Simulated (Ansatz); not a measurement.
**CH₅ClSiZn: how energies converge with the basis set**

The task here is to estimate one member of a computed series from the others.

Method: one geometry, several basis sets; program: Ansatz 0.2.0, Gaussian basis.

Levels to be run: PBE0-D4/def2-SVP; ωB97M-V/def2-SVP; PBE0-D4/def2-QZVPP; ωB97M-V/def2-QZVPP; the functionals' def2-TZVPP values are taken from earlier runs.

**The geometry**

The geometry comes from an earlier relaxation with PBE0-D4 in a triple-zeta def2 set; it is a stationary point, not always the lowest conformer.

SMILES `[CH3][Zn][SiH2]Cl`, 9 atoms, charge 0, spin multiplicity 1.

Atoms are counted from 1 here; the program's logs count them from 0.

Bond lengths: C1–Zn2 1.948 Å, C1–H5 1.093 Å, C1–H6 1.093 Å, C1–H7 1.093 Å, Zn2–Si3 2.383 Å, Si3–Cl4 2.085 Å, Si3–H8 1.490 Å, Si3–H9 1.490 Å. Angles: Zn2–C1–H5 110.9°, Zn2–C1–H6 110.9°, Zn2–C1–H7 110.7°, H5–C1–H6 108.1°, H5–C1–H7 108.1°, H6–C1–H7 108.1°, C1–Zn2–Si3 178.7°, Zn2–Si3–Cl4 108.3°, Zn2–Si3–H8 114.8°, Zn2–Si3–H9 114.8°, Cl4–Si3–H8 106.0°, Cl4–Si3–H9 106.0°, H8–Si3–H9 106.3°.

Set-up of the first run:

The input, in.yaml:

```yaml
crystal:
  periodic: [false, false, false]
  atoms:
    - {symbol: C, position_ang: [-0.252172, 1.864572, -1.177091]}
    - {symbol: Zn, position_ang: [0.039741, 0.271879, -0.094474]}
    - {symbol: Si, position_ang: [0.360948, -1.702751, 1.200240]}
    - {symbol: Cl, position_ang: [-0.865548, -3.200280, 0.424829]}
    - {symbol: H, position_ang: [0.696825, 2.273038, -1.533627]}
    - {symbol: H, position_ang: [-0.759604, 2.640833, -0.598730]}
    - {symbol: H, position_ang: [-0.870078, 1.632584, -2.048213]}
    - {symbol: H, position_ang: [1.745833, -2.251480, 1.171873]}
    - {symbol: H, position_ang: [-0.007446, -1.574694, 2.638192]}
basis:
  gaussian: {orbitals: def2-SVP}
hamiltonian: {xc: pbe0, dispersion: d4}
output: {orbitals: {seedname: orbitals}}
```

Among the steps run: PBE0-D4 in def2-SVP; ωB97M-V in def2-SVP; PBE0-D4 in def2-QZVPP; ωB97M-V in def2-QZVPP.

One table of the session follows, with a row left open; its other results are not shown here.

It belongs to the step «Density functionals: the series». 

| functional | basis | HOMO (eV) |
| --- | --- | --- |
| PBE0-D4 | def2-SVP | -6.97 |
| PBE0-D4 | def2-TZVPP | -7.07 |
| PBE0-D4 | def2-QZVPP | -7.09 |
| ωB97M-V | def2-SVP | ? |
| ωB97M-V | def2-TZVPP | -9.11 |
| ωB97M-V | def2-QZVPP | -9.13 |

Q: Estimate the row for ωB97M-V, def2-SVP from the others.

**Answer.** HOMO (eV): -8.97. In the column «HOMO (eV)» it lies between ωB97M-V, def2-TZVPP (-9.11) and PBE0-D4, def2-QZVPP (-7.09).
